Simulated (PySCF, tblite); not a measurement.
# C₃H₁₀GeOS: geometry, infrared bands and NMR shifts

Wanted: the infrared bands and NMR shifts of C₃H₁₀GeOS (`CCOC[S][GeH3]`), by calculation.

Programs: tblite 0.8.0 and PySCF 2.14.0, with density-fitted response routines of our own. Each step states its level of theory. These are calculated values for one molecule in the gas phase, unless marked as measured. Atoms count from 0, in the outputs and in this text.

## Step 1: The starting structure

16 atoms, charge 0, multiplicity 1; geometry from: force field or distance geometry start.

Bonds of the start (Å): C0–C1 1.49, C1–O2 1.39, O2–C3 1.38, C3–S4 1.81, S4–Ge5 2.21, C0–H6 1.13, C0–H7 1.11, C0–H8 1.09, C1–H9 1.10, C1–H10 1.11, C3–H11 1.14, C3–H12 1.11, Ge5–H13 1.57, Ge5–H14 1.54, Ge5–H15 1.55.

## Step 2: Relaxing the molecule with GFN2-xTB

Job settings and geometry (Å):

```
{"job": {"kind": "relax", "xc": "GFN2-xTB", "basis": "xTB"}, "charge": 0, "multiplicity": 1}
C     -2.066000     0.409600     0.360200
C     -1.651000    -0.939900    -0.106400
O     -0.263500    -0.979700    -0.229300
C      0.266000    -0.684500     1.011500
S      2.072100    -0.700200     1.018400
Ge     2.961100     0.917700    -0.200200
H     -3.084400     0.676400    -0.050900
H     -2.175500     0.425300     1.466000
H     -1.342800     1.171100     0.076400
H     -2.182800    -1.175600    -1.041800
H     -1.970500    -1.665100     0.669700
H     -0.052100    -1.539600     1.696200
H     -0.160600     0.243900     1.448000
H      3.916000     0.226500    -1.238400
H      1.924000     1.720700    -1.005500
H      3.802500     1.902300     0.649600
```

On the command line:

```
> OMP_NUM_THREADS=1 python probes_run.py task.json out
```

The driver reads the jobs from task.json and runs them one after another.

**Question.** This job is followed by: GFN2-xTB harmonic vibrations, gas phase; GIAO PBE0/pcSseg-1 NMR shielding, non-relativistic, gas phase. Predict these results of the whole session: strongest single infrared mode (GFN2-xTB); zero-point energy (GFN2-xTB); 13C shifts against TMS (PBE0/pcSseg-1); 1H shifts against TMS (PBE0/pcSseg-1, means over atoms taken as alike); 17O shifts against H2O (PBE0/pcSseg-1); 33S shifts against CS2 (PBE0/pcSseg-1); 73Ge shifts against GeMe4 (PBE0/pcSseg-1).

**Answer**, as computed:

| quantity | value |
| --- | --- |
| strongest single infrared mode (GFN2-xTB) | 749 cm⁻¹, 462 km/mol |
| zero-point energy (GFN2-xTB) | 75.4 kcal/mol |
| 13C shifts against TMS (PBE0/pcSseg-1) | 70.5, 68.3, 15.8 ppm |
| 1H shifts against TMS (PBE0/pcSseg-1, means over atoms taken as alike) | 4.41, 4.32, 3.82, 1.23 ppm |
| 17O shifts against H2O (PBE0/pcSseg-1) | 67.2 ppm |
| 33S shifts against CS2 (PBE0/pcSseg-1) | -142 ppm |
| 73Ge shifts against GeMe4 (PBE0/pcSseg-1) | -193 ppm |

Relaxing lowered the energy by 0.924 eV in 162 steps; the close pair that moved most is Ge5–H13, from 1.571 to 1.503 Å. No mode is imaginary among the 42: a minimum at this level. The strongest single mode, at 749 cm⁻¹, is spread over several atoms, H15, H14, H13 among them. Unscaled tight-binding wavenumbers are off by several per cent, some by more. Its intensities can rank the bands wrongly. The most deshielded carbon is C1 (sp3 CH2 bonded to O), at 70.5 ppm: pulled downfield by the heteroatom. The most deshielded hydrogen is H11, H12 (mean) (hydrogen on an sp3 CH2 bonded to O and S), at 4.41 ppm: its carbon carries O, hence the downfield position. At PBE0/pcSseg-1: The largest span, 597 ppm, is at S4, where the paramagnetic term is -411 ppm. Spin-orbit coupling is left out, which matters for shieldings and couplings at and beside the heavy atoms.
